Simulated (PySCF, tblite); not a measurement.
# C₆H₉O radical: geometry, infrared bands and EPR parameters

Aim: predict the infrared bands and EPR parameters of C₆H₉O radical (`CCC1=CC[CH]O1`).

The runs use tblite 0.8.0 and PySCF 2.14.0, with density-fitted response routines of our own; the level of theory stands in each step. All values are computed, except where a source is named. Atoms are numbered from 0 throughout.

### 1 Starting geometry

16 atoms, charge 0, multiplicity 2; geometry from: force field or distance geometry start.

Bonds of the start (Å): C0–C1 1.53, C1–C2 1.47, C2–C3 1.32, C3–C4 1.47, C4–C5 1.53, C5–O6 1.42, O6–C2 1.42, C0–H7 1.14, C0–H8 1.11, C0–H9 1.08, C1–H10 1.11, C1–H11 1.11, C3–H12 1.10, C4–H13 1.09, C4–H14 1.11, C5–H15 1.09.

### 2 Optimising the geometry with GFN2-xTB

The job: settings as JSON, then the geometry in Å.

```
{"job": {"kind": "relax", "xc": "GFN2-xTB", "basis": "xTB"}, "charge": 0, "multiplicity": 2}
C      2.299500     0.397400    -0.179500
C      1.323300    -0.757300    -0.393400
C     -0.016600    -0.200100    -0.134400
C     -0.902100    -0.570900     0.775000
C     -2.116000     0.250800     0.680700
C     -1.987300     0.845800    -0.721900
O     -0.572200     0.864400    -0.887900
H      1.992100     0.896200     0.797000
H      2.109900     1.190400    -0.929700
H      3.328700     0.095600    -0.064100
H      1.611600    -1.570500     0.297900
H      1.397100    -1.076700    -1.457400
H     -0.758400    -1.371000     1.513400
H     -3.059000    -0.293100     0.708600
H     -2.143100     1.064500     1.442500
H     -2.515000     0.243300    -1.458200
```

Started as:

```console
$ OMP_NUM_THREADS=1 python probes_run.py task.json out
```

One launch serves the whole session: the jobs run in the order shown.

What it wrote:

```text
step      E/eV     max force
  0    -581.82715    2.763
  1    -582.10095    1.278
  2    -582.21391    1.140
  3    -582.33970    0.923
  4    -582.42500    0.816
  5    -582.49383    0.842
  6    -582.55871    0.786
  7    -582.63268    0.653
  8    -582.68950    0.599
  9    -582.73359    0.616
 10    -582.77034    0.558
 11    -582.80877    0.446
 12    -582.84456    0.485
 13    -582.86757    0.366
 14    -582.88031    0.264
 15    -582.88916    0.383
 16    -582.89264    0.442
 17    -582.90073    0.213
 18    -582.90572    0.161
 19    -582.91325    0.212
 20    -582.92258    0.261
 21    -582.93351    0.237
 22    -582.93994    0.187
 23    -582.94446    0.158
 24    -582.94730    0.142
 25    -582.94981    0.115
 26    -582.95166    0.095
 27    -582.95287    0.076
 28    -582.95376    0.076
 29    -582.95443    0.062
 30    -582.95482    0.058
 31    -582.95504    0.039
 32    -582.95524    0.037
 33    -582.95549    0.040
 34    -582.95573    0.041
 35    -582.95597    0.039
 36    -582.95625    0.042
 37    -582.95662    0.046
 38    -582.95705    0.055
 39    -582.95741    0.050
 40    -582.95768    0.043
 41    -582.95794    0.042
 42    -582.95826    0.045
 43    -582.95859    0.048
 44    -582.95885    0.035
 45    -582.95902    0.031
 46    -582.95916    0.031
 47    -582.95932    0.029
 48    -582.95946    0.038
 49    -582.95959    0.041
 50    -582.95971    0.034
 51    -582.95985    0.030
 52    -582.96000    0.026
 53    -582.96013    0.028
 54    -582.96024    0.030
 55    -582.96034    0.028
 56    -582.96044    0.031
 57    -582.96053    0.024
 58    -582.96059    0.020
 59    -582.96063    0.015
 60    -582.96065    0.010
 61    -582.96066    0.007
```

Wall time 0.27 s (1 thread of Arm Neoverse V2, shared host).

Along the way: (not every step is listed)

| step | energy from step 0 (eV) | largest force (eV/Å) |
| --- | --- | --- |
| 0 | 0.0000 | 2.7626 |
| 1 | -0.2738 | 1.2782 |
| 2 | -0.3868 | 1.1398 |
| 3 | -0.5126 | 0.9234 |
| 4 | -0.5978 | 0.8165 |
| 5 | -0.6667 | 0.8416 |
| 6 | -0.7316 | 0.7855 |
| 7 | -0.8055 | 0.6528 |
| 8 | -0.8623 | 0.5987 |
| 12 | -1.0174 | 0.4851 |
| 16 | -1.0655 | 0.4424 |
| 20 | -1.0954 | 0.2609 |
| 24 | -1.1202 | 0.1416 |
| 28 | -1.1266 | 0.0762 |
| 32 | -1.1281 | 0.0374 |
| 36 | -1.1291 | 0.0424 |
| 40 | -1.1305 | 0.0431 |
| 44 | -1.1317 | 0.0354 |
| 48 | -1.1323 | 0.0377 |
| 52 | -1.1329 | 0.0260 |
| 56 | -1.1333 | 0.0311 |
| 57 | -1.1334 | 0.0239 |
| 58 | -1.1334 | 0.0203 |
| 59 | -1.1335 | 0.0151 |
| 60 | -1.1335 | 0.0099 |
| 61 | -1.1335 | 0.0068 |

Close pairs (by a distance rule), those that changed most:

| bond | before (Å) | after (Å) | change (Å) |
| --- | --- | --- | --- |
| C5–O6 | 1.425 | 1.363 | -0.062 |
| C2–O6 | 1.418 | 1.361 | -0.057 |
| C0–H7 | 1.139 | 1.088 | -0.051 |
| C4–C5 | 1.529 | 1.487 | -0.042 |
| C3–C4 | 1.469 | 1.499 | +0.030 |
| C3–H12 | 1.098 | 1.071 | -0.027 |
| C1–H11 | 1.113 | 1.092 | -0.021 |
| C0–H8 | 1.108 | 1.087 | -0.021 |

The end geometry stands in the next job.

### 3 Vibrational analysis with GFN2-xTB

The job: settings as JSON, then the geometry in Å.

```
{"job": {"kind": "ir", "xc": "GFN2-xTB", "basis": "xTB"}, "charge": 0, "multiplicity": 2}
C      2.316421     0.431700    -0.150411
C      1.357733    -0.740811    -0.367780
C     -0.057719    -0.324630    -0.147653
C     -0.868313    -0.498324     0.907716
C     -2.191001     0.148271     0.623935
C     -1.905829     0.725111    -0.716682
O     -0.660213     0.377523    -1.145767
H      2.234714     0.802367     0.868741
H      2.078992     1.242829    -0.834353
H      3.342217     0.117164    -0.325928
H      1.597326    -1.551245     0.321611
H      1.462568    -1.106850    -1.391196
H     -0.634408    -1.019406     1.813620
H     -3.025397    -0.573506     0.620592
H     -2.457987     0.911963     1.370766
H     -2.596702     1.066786    -1.458621
```

What it wrote:

```text
mode    cm-1     km/mol
  1      38.0      0.44
  2     141.3      0.67
  3     198.8      0.21
  4     275.3     35.40
  5     306.0      9.42
  6     323.3      1.15
  7     351.2      2.79
  8     582.5      4.42
  9     652.1      2.57
 10     727.0      7.86
 11     762.5      0.65
 12     811.4      0.62
 13     911.9      4.69
 14     924.3     33.33
 15     991.0     30.72
 16    1011.0     17.19
 17    1025.1      4.43
 18    1043.1      0.79
 19    1069.3      1.00
 20    1083.0      4.48
 21    1127.1      8.96
 22    1177.2     10.98
 23    1224.2     14.30
 24    1258.0     14.02
 25    1267.8     22.51
 26    1295.2     52.85
 27    1324.0      3.84
 28    1405.7      0.95
 29    1449.1      2.17
 30    1462.9      1.35
 31    1496.5      3.69
 32    1501.6      2.83
 33    1641.2     32.75
 34    2761.4     42.53
 35    2845.1     56.82
 36    2980.8     21.35
 37    2998.2     23.97
 38    3038.3     48.03
 39    3040.3     35.15
 40    3045.4     23.43
 41    3174.4     24.91
 42    3176.1      8.83
```

Wall time 0.35 s (1 thread of Arm Neoverse V2, shared host).

Which atoms move in the most intense modes:

| cm⁻¹ | km/mol | atoms |
| --- | --- | --- |
| 275 | 35.4 | C5 36 %, H15 31 % |
| 924 | 33.3 | O6 30 %, C3 18 % |
| 1295 | 52.9 | C2 19 %, C5 18 %, H10 17 %, H15 12 % |
| 1641 | 32.8 | C2 55 %, C3 38 % |
| 2761 | 42.5 | H13 65 %, H14 27 % |
| 2845 | 56.8 | H14 67 %, H13 29 % |
| 3038 | 48.0 | H9 72 %, H7 18 % |
| 3040 | 35.1 | H7 68 %, H9 18 % |

### 4 EPR parameters: B3LYP/pcH-1

Settings changed since step 3:

```diff
@@ -1,2 +1,2 @@
-{"job": {"kind": "ir", "xc": "GFN2-xTB", "basis": "xTB"}, "charge": 0, "multiplicity": 2}
+{"job": {"kind": "epr", "basis": "pcH-1"}, "charge": 0, "multiplicity": 2}
 C      2.316421     0.431700    -0.150411
```

Level: UKS B3LYP, pcH-1 on C H O, non-relativistic, mean-field spin-orbit, GIAO.

What it wrote:

```text
UKS, coarse grid
  cycle   1  E = -309.15393503  |g| = 4.10e-01
  cycle   2  E = -309.10777753  |g| = 5.50e-01
  cycle   3  E = -309.22276981  |g| = 9.22e-02
  cycle   4  E = -309.22515751  |g| = 4.13e-02
  cycle   5  E = -309.22584333  |g| = 1.47e-02
  cycle   6  E = -309.22593980  |g| = 6.13e-03
  cycle   7  E = -309.22596016  |g| = 1.19e-03
  cycle   8  E = -309.22596131  |g| = 6.81e-04
UKS, final grid
  cycle   1  E = -309.22594023  |g| = 8.46e-04
  cycle   2  E = -309.22594000  |g| = 1.12e-03
  cycle   3  E = -309.22594059  |g| = 9.81e-05
  cycle   4  E = -309.22594059  |g| = 4.82e-05
  cycle   5  E = -309.22594060  |g| = 3.21e-05
  cycle   6  E = -309.22594060  |g| = 1.13e-05
E = -309.22594060 Eh   <S^2> = 0.7551 (exact 0.7500)
g shifts (ppm)      1          2          3
  rmc          -179       -179       -179
  gc             -7         38         32
  oz_so         -26        845       1849
  total        -211        704       1702
hyperfine (MHz)  atom isotope    a_iso     a_fc   dipolar eigenvalues
    0   13C      -2.10      -2.10     -0.50     -0.09      0.60
    1   13C       0.02       0.02     -0.43     -0.28      0.71
    2   13C      -7.44      -7.44     -6.90      1.80      5.10
    3   13C       7.93       7.93     -7.06     -3.79     10.85
    4   13C     -34.51     -34.51     -2.09     -0.36      2.44
    5   13C     116.67     116.67    -76.29    -74.73    151.02
    6   17O     -19.15     -19.15    -52.79     25.20     27.60
    7    1H       0.24       0.24     -1.01     -0.78      1.79
    8    1H       0.48       0.48     -1.38     -1.26      2.64
    9    1H      -0.13      -0.13     -0.56     -0.49      1.04
   10    1H      -1.18      -1.18     -0.96     -0.83      1.79
   11    1H      -1.13      -1.13     -1.48     -1.41      2.89
   12    1H      -6.11      -6.11     -4.13     -1.65      5.78
   13    1H     153.46     153.46     -4.30     -2.66      6.96
   14    1H     150.37     150.37     -4.91     -3.99      8.90
   15    1H     -49.25     -49.25    -35.53     -0.69     36.23
```

Wall time 60 s (1 thread of Arm Neoverse V2, shared host); peak memory 0.97 GiB.

Principal g values 2.00211, 2.00302, 2.00402; g(iso) = 2.00305, against 2.00232 for a free electron.

Mean a(iso) over the nuclei that a row names, and the largest dipolar term of the row (other rows stand at the frozen geometry):

| nuclei | isotope | a(iso) (MHz) | a(iso) (G, at g = 2.0023) | largest dipolar term (MHz) |
| --- | --- | --- | --- | --- |
| H13, H14 | 1H | 151.9 | 54.2 | 8.9 |
| C5 | 13C | 116.7 | 41.6 | 151.0 |
| H15 | 1H | -49.2 | -17.6 | 36.2 |
| C4 | 13C | -34.5 | -12.3 | 2.4 |
| O6 | 17O | -19.2 | -6.8 | -52.8 |
| C3 | 13C | 7.9 | 2.8 | 10.8 |
| C2 | 13C | -7.4 | -2.7 | -6.9 |
| H12 | 1H | -6.1 | -2.2 | 5.8 |
| C0 | 13C | -2.1 | -0.8 | 0.6 |
| H10, H11 | 1H | -1.2 | -0.4 | 2.9 |
| H7, H8, H9 | 1H | 0.2 | 0.1 | 2.6 |
| C1 | 13C | 0.0 | 0.0 | 0.7 |

Mulliken spin populations:

C0 0.00; C1 0.00; C2 -0.04; C3 0.08; C4 -0.09; C5 0.88; O6 0.08; H7 0.00; H8 0.00; H9 0.00; H10 0.00; H11 0.00; H12 0.00; H13 0.07; H14 0.06; H15 -0.04

In first order the couplings over 0.8 MHz of 1H give 36 distinct lines over 129.0 G, if the averaged nuclei exchange fast.

Orbitals, density, ELF and potential are computed afterwards from the orbital file.

ELF in a plane through or near 6 of the atoms.

Ten even steps from '0' (0.00) to '9' (1.00):
```
0000000000000000000000000000
0000000000000000000000000000
0000000000000001000000000000
0000000000000078720000000000
0000000000000399960000000000
0000000000100399970000000000
0000000001210189951122100000
0000010001320151265467510000
0002898424534584394499730000
0005999868857567462188520000
0006999958856442068753100000
0004999745511376446730000000
0000232256300586813651000000
0000000266201787458997100000
0000000134100574149999300000
0000000000000110018997100000
0000000000000000003651000000
0000000000000000000000000000
0000000000000000000000000000
0000000000000000000000000000
```
The map spans 11.9 Å across and 9.3 Å up, centred on the molecule. Atoms in the plane (x, y in Å): C3 (0.9, 1.0), C4 (2.3, 0.3), C5 (1.9, -1.1), H9 (-3.3, -0.1), H12 (0.8, 2.0), H15 (2.5, -2.0).

On the surface of density 0.002 e/bohr³ the electrostatic potential runs, from the 1st to the 99th percentile, from -1.07 V near O6 to 0.82 V near H12.

The spin density lies nearest to C5 56 %; O6 12 %; H15 9 %.

### 5 What came out

| quantity | value |
| --- | --- |
| strongest single infrared mode (GFN2-xTB) | 2845 cm⁻¹, 57 km/mol |
| zero-point energy (GFN2-xTB) | 82.8 kcal/mol |
| g(iso) (B3LYP) | 2.00305 |
| ⟨S²⟩ | 0.755 (exact 0.75) |
| largest a(iso) (averaged by class) | 1H on H13, H14, 151.9 MHz |
| surface potential, 1st and 99th percentile | -1.07 V and 0.82 V |

Over 61 steps the energy fell by 1.134 eV; of the close pairs, C5–O6 changed most, 1.425 to 1.363 Å. No mode is imaginary among the 42: a minimum at this level. The strongest single mode, at 2845 cm⁻¹, moves mainly H14. Unscaled tight-binding wavenumbers are off by several per cent, some by more. Its intensities can rank the bands wrongly. C5 carries the largest spin population, 0.88 e. The isotropic g lies 0.7 ppt above the free-electron value.
